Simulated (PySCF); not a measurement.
# From one method to the next for KS

What do other methods print for KS?

Computed with PySCF 2.14.0. Level: method and basis as typed in the scripts.

1 further run of the same task is left out (it didn't finish).

**1. Where the work starts**

KS: 2 atoms, charge 0, spin multiplicity 2.

Bond lengths: K1–S2 2.589 Å.

**2. Base script**

The input, input.py:

```python
from pyscf import gto, scf, ci

mol = gto.M(
    atom='K 0 0 0; S 0 0 2.589',
    basis='3-21g',
    charge=0,
    spin=1,
    verbose=3,
)
mf = scf.UHF(mol)
mf.kernel()
ci.CISD(mf, frozen=10).kernel()
mf.dip_moment()
print('orbital energies (hartree):', [e[max(0, n-3):n+3].round(4) for e, n in zip(mf.mo_energy, mol.nelec)])
```

Launch:

```bash
$ python input.py
```

**3. ROHF**

Edit 1 changes SCF type: UHF → ROHF.

The input, input.py:

```python
from pyscf import gto, scf, ci

mol = gto.M(
    atom='K 0 0 0; S 0 0 2.589',
    basis='3-21g',
    charge=0,
    spin=1,
    verbose=3,
)
mf = scf.ROHF(mol)
mf.kernel()
ci.CISD(mf, frozen=10).kernel()
mf.dip_moment()
print('orbital energies (hartree):', mf.mo_energy[..., max(0, mol.nelec[1]-3):mol.nelec[0]+3].round(4))
```

**4. 0.5*hf+0.5*b88,lyp (UKS)**

Edit 2 changes functional: none (Hartree–Fock) → 0.5*hf+0.5*b88,lyp; SCF type: UHF → UKS; step after the SCF: cisd → analyze.

The input, input.py:

```python
from pyscf import gto, dft

mol = gto.M(
    atom='K 0 0 0; S 0 0 2.589',
    basis='3-21g',
    charge=0,
    spin=1,
    verbose=3,
)
mf = dft.UKS(mol, xc='0.5*hf+0.5*b88,lyp')
mf.kernel()
mf.analyze()
print('orbital energies (hartree):', [e[max(0, n-3):n+3].round(4) for e, n in zip(mf.mo_energy, mol.nelec)])
```

**5. CASCI (ROHF)**

Edit 3 changes step after the SCF: cisd → casci; SCF type: UHF → ROHF; active space: none → 7 electrons in 5 orbitals.

The input, input.py:

```python
from pyscf import gto, scf, mcscf

mol = gto.M(
    atom='K 0 0 0; S 0 0 2.589',
    basis='3-21g',
    charge=0,
    spin=1,
    verbose=3,
)
mf = scf.ROHF(mol)
mf.kernel()
mc = mcscf.CASCI(mf, 5, 7)
mc.kernel()
mc.analyze()
mf.dip_moment()
print('orbital energies (hartree):', mf.mo_energy[..., max(0, mol.nelec[1]-3):mol.nelec[0]+3].round(4))
```

**6. B3lyp5 (UKS)**

Edit 4 changes functional: none (Hartree–Fock) → b3lyp5; SCF type: UHF → UKS; step after the SCF: cisd → analyze.

The input, input.py:

```python
from pyscf import gto, dft

mol = gto.M(
    atom='K 0 0 0; S 0 0 2.589',
    basis='3-21g',
    charge=0,
    spin=1,
    verbose=3,
)
mf = dft.UKS(mol, xc='b3lyp5')
mf.kernel()
mf.analyze()
print('orbital energies (hartree):', [e[max(0, n-3):n+3].round(4) for e, n in zip(mf.mo_energy, mol.nelec)])
```

**7. TDHF**

Edit 5 changes step after the SCF: cisd → tddft; number of roots: none → 8.

Changes to input.py since step 2:

```diff
@@ -1,2 +1,2 @@
-from pyscf import gto, scf, ci
+from pyscf import gto, scf, tdscf
 
@@ -11,3 +11,6 @@
 mf.kernel()
-ci.CISD(mf, frozen=10).kernel()
+td = tdscf.TDHF(mf)
+td.nstates = 8
+td.kernel()
+td.analyze()
 mf.dip_moment()
```

**Question.** What will these runs give? Wanted: for each run, E(SCF); from base; gap, α spin; SCF dipole; after the SCF.

The runs gave:

```csv
run,E(SCF) (hartree),from base (eV),"gap, α spin (eV)",SCF dipole (D),after the SCF
base,-991.735402,0,7.09,11.02,"CISD correlation -1.133 eV, core frozen"
ROHF,-991.735099,+0.0082,n/a,11.05,"CISD correlation -1.141 eV, core frozen"
"0.5*hf+0.5*b88,lyp (UKS)",-993.129675,not comparable,4.36,10.58,n/a
CASCI (ROHF),-991.735099,+0.0082,n/a,11.05,CASCI correlation -0.002 eV
b3lyp5 (UKS),-992.999520,not comparable,2.59,10.10,n/a
TDHF,-991.735402,0.0000,7.09,11.02,lowest root found 3.08 eV
```

A lower total energy from another functional means nothing by itself.
